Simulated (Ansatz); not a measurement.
# YSe2 (fluorite): phonons

Aim: the lattice vibrations of YSe2 (fluorite) at its relaxed cell, and whether any of them is unstable. This structure was made by substitution into a known type, so it needn't be the compound's stable form.

Program: Ansatz 0.2.0. Level of theory: DFT PBEsol, scalar-relativistic, plane waves, PAW. These are calculated values, not measurements.

## (1) Starting point

Symmetry: Fm-3m, No. 225, cubic system. Conventional cell: a = 6.757 Å, b = 6.757 Å, c = 6.757 Å, α = 90.00°, β = 90.00°, γ = 90.00°. Y (site symmetry m-3m) is surrounded by 8 Se at 2.93 Å. Around Se (site symmetry -43m) lie 4 Y at 2.93 Å.

Structure file:

```
CELL_PARAMETERS angstrom
0.00000 3.37840 3.37840
3.37840 0.00000 3.37840
3.37840 3.37840 0.00000
ATOMIC_POSITIONS crystal
Y 0.00000 0.00000 0.00000
Se 0.25000 0.25000 0.25000
Se 0.75000 0.75000 0.75000
```

This cell comes from an earlier session at PBEsol: 25.706 Å³/atom at -0.01 GPa, on a 8×8×8 mesh.

## (2) Phonons from displacements in a 2×2×2 supercell

input.yaml

```yaml
crystal:
  lattice:
    - [0.0, 3.3784000855, 3.3784000855]
    - [3.3784000855, 0.0, 3.3784000855]
    - [3.3784000855, 3.3784000855, 0.0]
  atoms:
    - { symbol: "Y", position: [0.0, 0.0, 0.0] }
    - { symbol: Se, position: [0.25, 0.25, 0.25] }
    - { symbol: Se, position: [0.75, 0.75, 0.75] }
basis:
  ecutwfc: 420
  ecutrho_ratio: 4
kpoints:
  mp_grid: { grid: [10, 10, 10] }
hamiltonian:
  xc: pbesol
scf:
  occupations: { method: gaussian, width: 0.15 }
output: {}
phonons:
  method: fd
  supercell: [2, 2, 2]
  qpath:
    path:
      - [[0.0, 0.0, 0.0], [0.5, 0.0, 0.5], [0.625, 0.25, 0.625]]
      - [[0.375, 0.375, 0.75], [0.0, 0.0, 0.0], [0.5, 0.5, 0.5], [0.5, 0.25, 0.75], [0.5, 0.0, 0.5]]
    npoints: 6
  temperatures: { t_min: 0, t_max: 1000, t_step: 100 }
```

Command:

```bash
$ ansatz run input.yaml --threads 4 --pin off --max-ram 8192MiB --backend cpu --events-out ev --progress --plain --runs-dir out
```

Before running it: what results should come out? Wanted: highest frequency; imaginary modes; zero-point energy.

The runs gave:

| quantity | value |
| --- | --- |
| highest frequency | 171 cm⁻¹ at W |
| imaginary modes | none beyond 15 cm⁻¹ |
| zero-point energy | 19.7 meV/atom |

In words: No branch is imaginary beyond noise, so the structure is dynamically stable along this path. Points that don't fit the supercell are interpolated. Spin polarisation wasn't allowed in this run.
